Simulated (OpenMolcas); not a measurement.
# W⁵⁺ among point charges: CASSCF and CASPT2 levels and susceptibility

Aim: the splitting of the states of W⁵⁺ in the field of 3 point charges, its lowest levels with spin-orbit coupling and its magnetic susceptibility.

Program: OpenMolcas 26.06. Level of theory: state-averaged CASSCF and CASPT2, spin-orbit coupling by RASSI with atomic mean-field integrals. These are calculated values, not measurements, unless marked.

### 1 Starting point

| Item | Value |
| --- | --- |
| Species | W⁵⁺ (tungsten, Z = 74, 69 electrons) |
| Basis | ANO-RCC-VDZP [7s6p4d2f1g], 68 functions |
| Scalar Hamiltonian | DKH2, point nucleus |
| Inactive shells | 1s 2s 2p 3s 3p 3d 4s 4p 4d 4f 5s 5p |
| Active space | 1 electron in 5 orbitals (5d) |
| Some configurations of this space | 5d |
| Orbitals | optimised for each spin and parity, averaged over all roots |

The outer shells:

5d
```
5d [↑ ][  ][  ][  ][  ]
```

The ion sits among 3 point charges of -1.25 e arranged as a planar triangle (D3h), 1.88 Å from the ion.

Each step is its own input file, run in one work folder so that later steps find the files of earlier ones. Labels, J, g values, rates, χT and fits are worked out afterwards by a script from the matrices that RASSI stores.

### 2 GATEWAY and SEWARD: basis and integrals

The input, a.inp:

```
&GATEWAY
Coord
1

W 0.0 0.0 0.0
Basis=ANO-RCC-VDZP
Group=NoSym
NoMove
AngMom=0.0 0.0 0.0
AMFI
XField
3 Angstrom 0
1.880000 0.000000 0.000000 -1.250000
-0.940000 1.628128 0.000000 -1.250000
-0.940000 -1.628128 0.000000 -1.250000
&SEWARD
```

Command:

```
OMP_NUM_THREADS=1 MOLCAS_MEM=1689 MOLCAS_PROJECT=a pymolcas a.inp > a.log
```

### 3 Reference wave functions, doublets, 5 roots

The input, a.inp:

```
&RASSCF
FileOrb=start.orb
Symmetry=1
Spin=2
nActEl=1 0 0
Inactive=34
Ras2=5
CIRoot=5 5 1
SDav=5
CIMx=300
Iter=120 100
PrWF=0.3
OrbListing=Nothing
MaxOrb=0
>>> COPY $Project.JobIph JOB001
```

start.orb holds the contracted functions of the basis, ordered by shell, or the orbitals of the step before.

### 4 State interaction with spin-orbit coupling

The input, a.inp:

```
&RASSI
NrOfJobIphs=1 5
1 2 3 4 5
IphNames
JOB001
EJob
SpinOrbit
DIPRint=1.0
SOCoupling=1000.0
Subsets=2
Property=9
'ANGMOM' 1 'ANGMOM' 2 'ANGMOM' 3 'MLTPL  1' 1 'MLTPL  1' 2 'MLTPL  1' 3
'AMFI' 1 'AMFI' 2 'AMFI' 3
SOProperty=3
'ANGMOM' 1 'ANGMOM' 2 'ANGMOM' 3
```

### 5 CASPT2: IPEA 0.25, imaginary shift 0.1 (closed shells correlated: 4f 5s 5p)

The input, a.inp:

```
>>> COPY JOB001 $Project.JobIph
&CASPT2
Multistate=5 1 2 3 4 5
NoMult
Frozen=23
IPEA=0.25
Imaginary=0.1
MaxIter=60
WThr=0.0 0.3 0.05
PrWF=0.5
NoMix
```

(Steps that only read results are left out.)

Before running it: what results should come out? Wanted: spin-free ground state; first state of the same spin within the active space; lowest level; next level.

The runs gave:

```
                                            quantity                                                                           value
                                              method  SS-CASPT2, IPEA 0.25, imaginary shift 0.1 (closed shells correlated: 4f 5s 5p)
                              spin-free ground state                                                 2A1, 1-fold in its orbital part
first state of the same spin within the active space                                                                 2E at 2090 cm⁻¹
                                        lowest level                                               2-fold E1/2, g = 1.01, 1.41, 1.41
                                          next level                                                                     6715.8 cm⁻¹
                                         χT at 300 K                                                                  0.17 cm³ K/mol
                           effective moment at 300 K                                                                         1.15 μB
```

Cost by method:

```tsv
method	time of its own steps	time with the reference
A. CASSCF	1.9 s	1.9 s
B. SS-CASPT2, IPEA 0.25, imaginary shift 0.1, +4f 5s 5p	1.3 s	3.2 s
```

Times are of one thread on a shared host.

In words: The spin-free ground state (2A1) comes to 100 % from free-ion D terms and keeps the highest spin of the shell. χT at 300 K is 0.17, against 0.38 cm³ K/mol for the spin alone, so orbital moment lowers it. CASPT2 does not keep the components of a term degenerate, and the means are used. The field of point charges can differ much from that of real complexes. Point charges carry no covalency, so the field is a model and not that of real ligands.
